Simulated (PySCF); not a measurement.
# CH7GeNS: the cost of one run

Computed with PySCF 2.14.0, with density-fitted response routines of our own, on a single molecule in the gas phase. Atoms are numbered from 0 throughout.

### 1 Starting geometry

11 atoms, charge 0, multiplicity 1; geometry from: GFN2-xTB. The atoms were then displaced at random by about 0.01 Å, so the start is not that level's minimum.

Bonds of the start (Å): C0–N1 1.45, N1–Ge2 1.80, Ge2–S3 2.26, C0–H4 1.08, C0–H5 1.12, C0–H6 1.07, N1–H7 1.01, Ge2–H8 1.50, Ge2–H9 1.51, S3–H10 1.32.

### 2 Optimising the geometry at PBE0-D3(BJ)/def2-SVP

The job: settings as JSON, then the geometry in Å.

```
{"job": {"xc": "PBE0", "basis": "def2-SVP", "d3": "d3bj", "grid": 1, "shake": 0.01, "kind": "geom"}, "charge": 0, "multiplicity": 1}
C     -1.529830    -0.394660     0.271960
N     -0.612010     0.402350    -0.520310
Ge     1.044130     0.772190     0.072180
S      2.371280    -0.999810     0.513600
H     -1.441380    -0.095330     1.304330
H     -2.573070    -0.132290    -0.048420
H     -1.386300    -1.452680     0.185100
H     -0.681810     0.202180    -1.507860
H      1.677670     1.647000    -0.965690
H      0.897250     1.492100     1.396590
H      2.272200    -1.466880    -0.717140
```

The run is started by

```sh
> OMP_NUM_THREADS=1 python probes_run.py task.json out
```

This one command runs all jobs of the session in turn.

Q: Estimate the wall time and peak memory of this first job on 1 thread of Arm Neoverse V1, shared host.

About 45 s, with a peak of 0.48 GiB.
